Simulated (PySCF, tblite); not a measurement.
# C4H8N2Si: geometry, infrared bands and NMR shifts

Wanted: the infrared bands and NMR shifts of C4H8N2Si (`CN([SiH3])/C=C/C#N`), by calculation.

Programs: tblite 0.8.0 and PySCF 2.14.0, with density-fitted response routines of our own. Each step states its level of theory. These are calculated values for one molecule in the gas phase, unless marked as measured. Atoms count from 0, in the outputs and in this text.

### 1 Starting geometry

15 atoms, charge 0, multiplicity 1; geometry from: force field or distance geometry start.

Bonds of the start (Å): C0–N1 1.47, N1–Si2 1.70, N1–C3 1.40, C3–C4 1.35, C4–C5 1.42, C5–N6 1.17, C0–H7 1.09, C0–H8 1.10, C0–H9 1.11, Si2–H10 1.49, Si2–H11 1.48, Si2–H12 1.48, C3–H13 1.09, C4–H14 1.07.

### 2 Geometry optimisation with GFN2-xTB

The job: settings as JSON, then the geometry in Å.

```
{"job": {"kind": "relax", "xc": "GFN2-xTB", "basis": "xTB"}, "charge": 0, "multiplicity": 1}
C     -1.175200    -1.033700     0.592300
N     -0.508400     0.152400     0.027800
Si    -1.573900     1.322900    -0.598600
C      0.889400     0.252800     0.046800
C      1.796700    -0.621800     0.537800
C      3.187200    -0.357600     0.463000
N      4.333100    -0.146500     0.412800
H     -0.851500    -1.931500     0.070900
H     -0.928400    -1.147000     1.656300
H     -2.283600    -1.003900     0.531400
H     -2.475900     1.759600     0.497700
H     -0.791600     2.457300    -1.128000
H     -2.374300     0.677600    -1.665600
H      1.254100     1.175400    -0.394500
H      1.498000    -1.547900     0.985500
```

Launch:

```console
$ OMP_NUM_THREADS=1 python probes_run.py task.json out
```

The driver reads the jobs from task.json and runs them one after another.

**Question.** This job is followed by: GFN2-xTB harmonic vibrations, gas phase; GIAO PBE0/pcSseg-1 NMR shielding, non-relativistic, gas phase. Predict these results of the whole session: strongest single infrared mode (GFN2-xTB); zero-point energy (GFN2-xTB); ¹³C shifts against TMS (PBE0/pcSseg-1); ¹H shifts against TMS (PBE0/pcSseg-1, means over atoms taken as alike); ¹⁵N shifts against NH3 (PBE0/pcSseg-1); ²⁹Si shifts against TMS (PBE0/pcSseg-1); surface potential, 1st and 99th percentile.

As calculated:

| quantity | value |
| --- | --- |
| strongest single infrared mode (GFN2-xTB) | 1649 cm⁻¹, 647 km/mol |
| zero-point energy (GFN2-xTB) | 67.9 kcal/mol |
| ¹³C shifts against TMS (PBE0/pcSseg-1) | 160.7, 123.8, 72.0, 34.0 ppm |
| ¹H shifts against TMS (PBE0/pcSseg-1, means over atoms taken as alike) | 6.99, 4.79, 3.99, 2.70 ppm |
| ¹⁵N shifts against NH3 (PBE0/pcSseg-1) | 307.3, 85.8 ppm |
| ²⁹Si shifts against TMS (PBE0/pcSseg-1) | -38.2 ppm |
| surface potential, 1st and 99th percentile | -2.18 V and 1.66 V |

In words: The optimisation took 32 steps and gained 0.193 eV; among the close pairs (by a distance rule), N1–Si2 changed most, from 1.702 to 1.746 Å. All 39 modes are real, so the xTB geometry is a minimum. The strongest single mode, at 1649 cm⁻¹, moves mainly C3 and C4. GFN2-xTB is a fitted tight-binding method: band positions and strengths are rough. Its intensities can rank the bands wrongly. The most deshielded carbon is C3 (alkene carbon bearing nitrogen), at 160.7 ppm: an sp2 carbon further deshielded by the attached heteroatom. H13 (hydrogen on an alkene carbon bearing nitrogen) lies farthest downfield among hydrogen, at 6.99 ppm; olefinic region. At PBE0/pcSseg-1: The widest tensor belongs to N6: span 455 ppm, with a paramagnetic part of -380 ppm. At PBE0/pcSseg-1, counted by nearest atom on the grid, the HOMO lies on C4 29 %; N1 25 %, the LUMO on C3 33 %; C4 15 %.
